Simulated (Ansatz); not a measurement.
# Al16GeO24: the cost of one run

All numbers below are computed with Ansatz 0.2.0 (DFT r2SCAN, plane waves, PAW, scalar-relativistic, no spin polarisation).

## 1. The structure to begin with

The cell holds 41 atoms (Al16GeO24): a = 6.999 Å, b = 6.999 Å, c = 6.999 Å, α = 85.72°, β = 85.72°, γ = 85.72°.

The coordinates stand in the first input below.

## 2. Preparing the start

input.yaml reads:

```yaml
accuracy: low
crystal:
  lattice:
    - [-4.7605, -2.748476, 4.331867]
    - [4.7605, -2.748476, 4.331867]
    - [0.0, 5.496952, 4.331867]
  atoms:
    - { symbol: Al, position: [0.35216, 0.35216, 0.35216] }
    - { symbol: Al, position: [0.14784, 0.14784, 0.14784] }
    - { symbol: Al, position: [0.64784, 0.64784, 0.64784] }
    - { symbol: Al, position: [0.85216, 0.85216, 0.85216] }
    - { symbol: O, position: [0.59666, 0.40334, 0.75] }
    - { symbol: O, position: [0.75, 0.59666, 0.40334] }
    - { symbol: O, position: [0.40334, 0.75, 0.59666] }
    - { symbol: O, position: [0.40334, 0.59666, 0.25] }
    - { symbol: O, position: [0.25, 0.40334, 0.59666] }
    - { symbol: O, position: [0.59666, 0.25, 0.40334] }
    - { symbol: Al, position: [0.85216, 0.85216, 0.35216] }
    - { symbol: Al, position: [0.64784, 0.64784, 0.14784] }
    - { symbol: Al, position: [0.14784, 0.14784, 0.64784] }
    - { symbol: Al, position: [0.35216, 0.35216, 0.85216] }
    - { symbol: O, position: [0.09666, 0.90334, 0.75] }
    - { symbol: O, position: [0.25, 0.09666, 0.40334] }
    - { symbol: O, position: [0.90334, 0.25, 0.59666] }
    - { symbol: O, position: [0.90334, 0.09666, 0.25] }
    - { symbol: O, position: [0.75, 0.90334, 0.59666] }
    - { symbol: O, position: [0.09666, 0.75, 0.40334] }
    - { symbol: Al, position: [0.85216, 0.35216, 0.85216] }
    - { symbol: Al, position: [0.64784, 0.14784, 0.64784] }
    - { symbol: Al, position: [0.14784, 0.64784, 0.14784] }
    - { symbol: Al, position: [0.35216, 0.85216, 0.35216] }
    - { symbol: O, position: [0.09666, 0.40334, 0.25] }
    - { symbol: O, position: [0.25, 0.59666, 0.90334] }
    - { symbol: O, position: [0.90334, 0.75, 0.09666] }
    - { symbol: O, position: [0.90334, 0.59666, 0.75] }
    - { symbol: O, position: [0.75, 0.40334, 0.09666] }
    - { symbol: O, position: [0.09666, 0.25, 0.90334] }
    - { symbol: Al, position: [0.35216, 0.85216, 0.85216] }
    - { symbol: Al, position: [0.14784, 0.64784, 0.64784] }
    - { symbol: Al, position: [0.64784, 0.14784, 0.14784] }
    - { symbol: Al, position: [0.85216, 0.35216, 0.35216] }
    - { symbol: O, position: [0.59666, 0.90334, 0.25] }
    - { symbol: O, position: [0.75, 0.09666, 0.90334] }
    - { symbol: O, position: [0.40334, 0.25, 0.09666] }
    - { symbol: O, position: [0.40334, 0.09666, 0.75] }
    - { symbol: O, position: [0.25, 0.90334, 0.09666] }
    - { symbol: O, position: [0.59666, 0.75, 0.90334] }
    - { symbol: Ge, position: [1.0007007, 0.9856848, 0.0062989] }
basis:
  ecutwfc: 500.0
kpoints:
  mp_grid: { grid: [2, 2, 2] }
hamiltonian:
  xc: r2scan
  pseudopotentials: { kind: paw, azcp: { folder: soft_1 } }
scf:
  occupations: { method: fermi_dirac, width: 0.05 }
  lower_state_search: "off"
relax:
  f_tol: 0.08
  max_steps: 25
  adjacent_minimum: "off"
output:
  write_density: true
  write_potential: true
  elf: true
  volumetric_format: npy
```

The run is started by

```sh
$ ansatz run input.yaml --threads 4 --pin off --max-ram 10240MiB --backend cpu --events-out ev --progress --plain --runs-dir out
```

What time and memory should one allow on 4 threads of Arm Neoverse V1, shared host?

About 2.6 min, with a peak of 2.1 GiB.
